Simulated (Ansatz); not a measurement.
**MgTl: stress in a strained cell**

Aim: deform MgTl (equal xx and yy strain of -1 %) and compute stress, forces and field gradients with LAPW, PAW and all-electron datasets made for the crystal.

Program: Ansatz 0.2.0. Level of theory: DFT LDA, scalar-relativistic. These are calculated values, not measurements.

## 1. The structure to begin with

Symmetry: Pm-3m, No. 221, cubic system. The conventional cell has a = 3.635 Å, b = 3.635 Å, c = 3.635 Å, α = 90.00°, β = 90.00°, γ = 90.00°. Mg (site symmetry m-3m) is surrounded by 8 Tl at 3.15 Å. Tl (site symmetry m-3m) is surrounded by 8 Mg at 3.15 Å.

As a file:

```xyz
2
Lattice="3.6350 0.0000 0.0000 0.0000 3.6350 0.0000 0.0000 0.0000 3.6350" Properties=species:S:1:pos:R:3 pbc="T T T"
Mg    0.0000    0.0000    0.0000
Tl    1.8175    1.8175    1.8175
```

Atoms are numbered in the order of the input: Mg1, Tl2.

## 2. After the deformation

Space group Pm-3m before, P4/mmm after.

## 3. LAPW, all electrons

The input, input.yaml:

```yaml
crystal:
  lattice:
    - [3.59865, 0.0, 0.0]
    - [0.0, 3.59865, 0.0]
    - [0.0, 0.0, 3.635]
  atoms:
    - { symbol: Mg, position: [0.0, 0.0, 0.0] }
    - { symbol: Tl, position: [0.5, 0.5, 0.5] }
kpoints:
  mp_grid: { grid: [9, 9, 9] }
  band_path:
    path:
      - [0.0, 0.0, 0.0]
      - [0.0, 0.5, 0.0]
      - [0.5, 0.5, 0.0]
      - [0.0, 0.0, 0.0]
      - [0.0, 0.0, 0.5]
      - [0.0, 0.5, 0.5]
      - [0.5, 0.5, 0.5]
      - [0.0, 0.0, 0.5]
      - [0.0, 0.5, 0.0]
    npoints: 5
scf:
  occupations: { method: fermi_dirac, width: 0.05 }
hamiltonian:
  xc: lda
  pseudopotentials: { kind: all_electron, lapw: { basis_error: 0.0005 } }
output:
  forces: true
  stress: true
  eigenvalues: true
```

On the command line:

```bash
ansatz run input.yaml --threads 1 --pin off --max-ram 3072MiB --backend cpu --events-out ev --progress --plain --runs-dir out
```

## 4. PAW with frozen cores

The input, input.yaml:

```yaml
crystal:
  lattice:
    - [3.59865, 0.0, 0.0]
    - [0.0, 3.59865, 0.0]
    - [0.0, 0.0, 3.635]
  atoms:
    - { symbol: Mg, position: [0.0, 0.0, 0.0] }
    - { symbol: Tl, position: [0.5, 0.5, 0.5] }
kpoints:
  mp_grid: { grid: [9, 9, 9] }
scf:
  occupations: { method: fermi_dirac, width: 0.05 }
hamiltonian:
  xc: lda
  pseudopotentials: { kind: paw }
output:
  forces: true
  stress: true
  eigenvalues: true
  efg: { contact_densities: true }
  write_density: true
  write_potential: true
  elf: true
  volumetric_format: npy
```

## 5. All-electron PAW on datasets made for the crystal

input.yaml: that of step 4 with these lines changed.

```diff
@@ -14,3 +14,3 @@
   xc: lda
-  pseudopotentials: { kind: paw }
+  pseudopotentials: { kind: all_electron, datasets: crystal }
 output:
@@ -20,5 +20 @@
   efg: { contact_densities: true }
-  write_density: true
-  write_potential: true
-  elf: true
-  volumetric_format: npy
```

(Steps that only read results are left out.)

**Question.** What will these runs give? Wanted: pressure; largest shear or deviatoric stress.

**Answer**, as computed:

| quantity | value |
| --- | --- |
| pressure | LAPW -1.69, PAW -1.71, crystal datasets -1.69 GPa |
| largest shear or deviatoric stress (LAPW) | 0.24 GPa |

What this shows: The largest part of the stress beyond the pressure is 0.24 GPa in size, in the zz component; the atoms are carried along and not relaxed. No run of the undeformed cell stands beside it, so the pressure holds what the given cell had before the change. PAW: stress within 0.02 GPa of LAPW. Crystal datasets: stress within 0.01 GPa of LAPW. Spin-orbit coupling is left out, though the cell holds Tl; in elements this heavy it can shift bands and gaps by tenths of an eV.
